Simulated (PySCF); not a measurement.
# The bond of TlS, level by level

Aim: find the lowest electronic state of TlS, scan its bond at several levels of theory, and get bond length, wavenumber and dissociation energy from each curve.

Program: PySCF 2.14.0. Level of theory: Tl cc-pVDZ-PP with ECP60, S cc-pV(D+d)Z, scalar-relativistic core potentials. These are calculated values, not measurements.

### Step 1. Set-up

A driver script around PySCF takes these settings:

```yaml
atoms: Tl, S
charge: 0
basis: Tl cc-pVDZ-PP with ECP60, S cc-pV(D+d)Z
Hamiltonian: scalar-relativistic core potentials
basis_functions: 46
electrons_treated: 37
masses_in_u: 204.9744, 31.9721
levels: PBE0, PBE, r²SCAN, B3LYP, TPSSh, BLYP, HF, MP2, SCS-MP2, CCSD, CCSD(T)
grid: 80 radial by 434 angular points
occupations: held fixed by the projection of orbital angular momentum
dissociation_limit: Tl + S, each in its ground configuration
starting_distance_in_angstrom: 2.415
values_of_2S_to_try: 1, 3
```

Launch:

```sh
$ OMP_NUM_THREADS=1 python dia.py task.json out
```

After this run come: PBE0 along the bond; Other states along the same grid; PBE (GGA); r²SCAN (meta-GGA); B3LYP (global hybrid GGA); TPSSh; BLYP (GGA); UHF; Adding correlation.

**Question.** What will these runs give? Wanted: for each run, Re; ωe; De; μ.

As calculated:

Lowest PBE0 solution found, without spin–orbit coupling: ²Π (doublet), unpaired electrons π ↑. State 2 has its PBE0 minimum 0.20 eV higher. State 3 has its PBE0 minimum 2.90 eV higher. The other levels ran on the lowest alone.

| level | Re (Å) | ωe (cm⁻¹) | De (eV) | μ (D) |
| --- | --- | --- | --- | --- |
| UHF | 2.642 | 260.2 | 1.69 | -4.29 |
| UHF-MP2 | 2.609 | 273.5 | 2.53 | n/a |
| UHF-SCS-MP2 | 2.623 | 268.7 | 2.47 | n/a |
| UHF-CCSD | 2.623 | 267.7 | 2.39 | n/a |
| UHF-CCSD(T) | 2.625 | 266.5 | 2.47 | n/a |
| PBE | 2.637 | 257.1 | 3.14 | -3.38 |
| BLYP | 2.670 | 247.7 | 3.00 | -3.36 |
| r²SCAN | 2.619 | 265.9 | 3.06 | -3.57 |
| TPSSh | 2.632 | 261.1 | 3.03 | -3.70 |
| B3LYP | 2.642 | 258.4 | 2.92 | -3.59 |
| PBE0 | 2.614 | 266.7 | 2.97 | -3.65 |

De is counted to Tl + S in their ground configurations. A positive dipole means Tl(−)S(+).

Differences from CCSD(T) in the same basis:

| level | Re (mÅ) | ωe (%) |
| --- | --- | --- |
| UHF | +17 | -2.4 |
| UHF-MP2 | -16 | +2.6 |
| UHF-SCS-MP2 | -3 | +0.8 |
| UHF-CCSD | -2 | +0.5 |
| PBE | +12 | -3.5 |
| BLYP | +45 | -7.1 |
| r²SCAN | -6 | -0.2 |
| TPSSh | +7 | -2.0 |
| B3LYP | +16 | -3.0 |
| PBE0 | -11 | +0.1 |

What this shows: Judged by CCSD(T) in the same basis: best bond length UHF-CCSD (-2 mÅ), worst BLYP (+45 mÅ); best wavenumber PBE0 (+0.1 %), worst BLYP (-7.1 %). CCSD(T) in a basis this small is itself some way from its limit, more so than the functionals. Among the levels with a De in the table, it runs from 1.69 eV (UHF) to 3.14 eV (PBE).

Correlated steps freeze 9 core orbitals. Spin–orbit coupling is left out, which matters for elements this heavy, above all for dissociation energies. With spin–orbit coupling the term label itself may not hold.
